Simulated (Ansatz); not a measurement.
**NaLaMnMoO6 in Ansatz: convergence with k mesh**

Input of the first run (k mesh 2 × 2 × 2); the others differ in this setting and in those tied to it:

File input.yaml:

```yaml
crystal:
  lattice:
    - [5.43212, -0.0113, -0.00034]
    - [2.44365, 4.93484, -0.01855]
    - [0.1094, 2.68471, 5.04562]
  atoms:
    - { symbol: Na, position: [0.6974, 0.05972, 0.73638] }
    - { symbol: La, position: [0.41072, 0.51412, 0.00994] }
    - { symbol: Mn, position: [0.92147, 0.57866, 0.41655], spin: 4.0 }
    - { symbol: Mo, position: [0.21633, 0.9787, 0.33337], spin: 1.0 }
    - { symbol: O, position: [0.56869, 0.61375, 0.56391] }
    - { symbol: O, position: [0.40995, 0.05114, 0.05764] }
    - { symbol: O, position: [0.31236, 0.2107, 0.45135] }
    - { symbol: O, position: [0.04288, 0.86047, 0.1214] }
    - { symbol: O, position: [0.05836, 0.76646, 0.60633] }
    - { symbol: O, position: [0.86183, 0.36628, 0.20313] }
hamiltonian:
  xc: pbe
  pseudopotentials: { kind: paw }
magnetization:
  spin_polarized: true
kpoints:
  mp_grid: { grid: [2, 2, 2] }
scf:
  occupations: { method: fermi_dirac, width: 0.05 }
output:
  forces: true
  stress: true
  eigenvalues: true
```

Potentials or basis: Ansatz PAW.

Run with:

```bash
$ ansatz run input.yaml --threads 8 --pin off --max-ram 20480MiB --backend cpu --events-out ev --progress --plain --runs-dir out
```

The cell was built by a generator and needn't be a form met in nature.

Hardware: 8 threads of Intel(R) Xeon(R) Processor @ 2.70GHz, on a shared host.

| k mesh | energy less the tightest run, at zero smearing (meV/atom) | largest force (eV/Å) | gap on the mesh (eV) | SCF cycles | CPU time (s) | peak memory (GiB) |
| --- | --- | --- | --- | --- | --- | --- |
| 2 × 2 × 2 | 4.27 | 0.062 | 0.177 | 16 | 26 | 0.69 |
| 2 × 3 × 2 | 2.12 | 0.042 | 0.187 | 16 | 34 | 0.69 |
| 3 × 3 × 3 | 0.28 | 0.019 | 0.189 | 16 | 60 | 0.77 |
| 3 × 4 × 3 | 0.20 | 0.017 | 0.170 | 16 | 79 | 0.82 |
| 4 × 5 × 4 | 0.03 | 0.018 | 0.177 | 16 | 170 | 0.97 |
| 5 × 6 × 5 | 0.00 | 0.019 | 0.170 | 16 | 290 | 1.2 |
| 6 × 7 × 6 | -0.01 | 0.019 | 0.174 | 16 | 470 | 1.6 |
| 8 × 8 × 7 | -0.01 | 0.019 | 0.170 | 16 | 830 | 2.4 |
| 9 × 10 × 9 | 0.00 | 0.019 | 0.170 | 16 | 1400 | 3.8 |

Against the tightest run, the energy stays within 1 meV/atom from 3 × 3 × 3 on; the largest force stays within 0.005 eV/Å from 3 × 3 × 3 on; the gap on the mesh stays within 0.01 eV from 3 × 4 × 3 on. Meshes of other sizes hit other points, so gaps and Fermi surfaces needn't settle smoothly. The tightest run that finished is the yardstick and may itself not be fully converged.

Caveat, for the tightest run too: odd divisions of the mesh miss points on the zone boundary, where band edges often lie, so the gap on the mesh can be too wide; spin-orbit coupling is left out, which moves the levels of the heavy elements; a cell with one magnetic atom can't hold antiferromagnetic order, which such compounds often take.
